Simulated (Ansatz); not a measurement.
# Sr2CuO4: the cost of one run

Computed with Ansatz 0.2.0 (DFT PBEsol, scalar-relativistic, plane waves, PAW, unless a step's input says otherwise).

That is the level of the relaxation; later steps name their own.

### 1 Starting point

It takes space group I4/mmm (No. 139, tetragonal). The conventional cell has a = 3.851 Å, b = 3.851 Å, c = 12.278 Å, α = 90.00°, β = 90.00°, γ = 90.00°. Sr (site symmetry 4mm) has 9 O at 2.49 to 2.73 Å as nearest neighbours. Around Cu (site symmetry 4/mmm) lie 6 O at 1.92 to 1.93 Å. Around O (site symmetry mmm) lie 2 Cu at 1.93 Å and 4 Sr at 2.59 Å. O (site symmetry 4mm) has 1 Cu at 1.92 Å and 5 Sr at 2.49 to 2.73 Å as nearest neighbours.

Coordinates:

```cif
data_structure
_symmetry_space_group_name_H-M 'P 1'
_symmetry_Int_Tables_number 1
_cell_length_a 6.7158
_cell_length_b 6.7158
_cell_length_c 6.7158
_cell_angle_alpha 146.675
_cell_angle_beta 146.675
_cell_angle_gamma 47.845
_cell_volume 91.06
loop_
_atom_site_label
_atom_site_type_symbol
_atom_site_fract_x
_atom_site_fract_y
_atom_site_fract_z
_atom_site_occupancy
Sr1 Sr 0.35902 0.35902 0.00000 1
Sr2 Sr 0.64098 0.64098 0.00000 1
Cu1 Cu 0.00000 0.00000 0.00000 1
O1 O 0.50000 0.00000 0.50000 1
O2 O 0.15599 0.15599 0.00000 1
O3 O 0.84401 0.84401 0.00000 1
O4 O 0.00000 0.50000 0.50000 1
```

The structure comes from the Materials Project (structure only).

(A quick probe on a coarse mesh, which set the mesh and smearing, is not shown.)

### 3 Full relaxation

The input, input.yaml:

```yaml
crystal:
  lattice:
    - [-1.92566183, 1.92566183, 6.13889818]
    - [1.92566183, -1.92566183, 6.13889818]
    - [1.92566183, 1.92566183, -6.13889818]
  atoms:
    - { symbol: Sr, position: [0.35902178, 0.35902178, 0.0] }
    - { symbol: Sr, position: [0.64097822, 0.64097822, 0.0] }
    - { symbol: Cu, position: [0.0, 0.0, 0.0] }
    - { symbol: O, position: [0.5, 0.0, 0.5] }
    - { symbol: O, position: [0.15599116, 0.15599116, 0.0] }
    - { symbol: O, position: [0.84400884, 0.84400884, 0.0] }
    - { symbol: O, position: [0.0, 0.5, 0.5] }
basis:
  ecutwfc: 420
kpoints:
  mp_grid: { grid: [14, 14, 14] }
hamiltonian:
  xc: pbesol
scf:
  occupations: { method: gaussian, width: 0.1 }
output:
  forces: true
  stress: true
  eigenvalues: true
  write_density: true
  write_potential: true
  elf: true
  volumetric_format: npy
relax:
  adjacent_minimum: "off"
  f_tol: 0.005
  max_steps: 80
  cell: { stress_tol: 0.05 }
```

Run with:

```
$ ansatz run input.yaml --threads 2 --pin off --max-ram 5120MiB --backend cpu --events-out ev --progress --plain --runs-dir out
```

Q: Estimate wall time and peak memory on 2 threads of AMD EPYC 9R14 (Zen 4), shared host.

About 2.8 min, with a peak of 0.93 GiB.
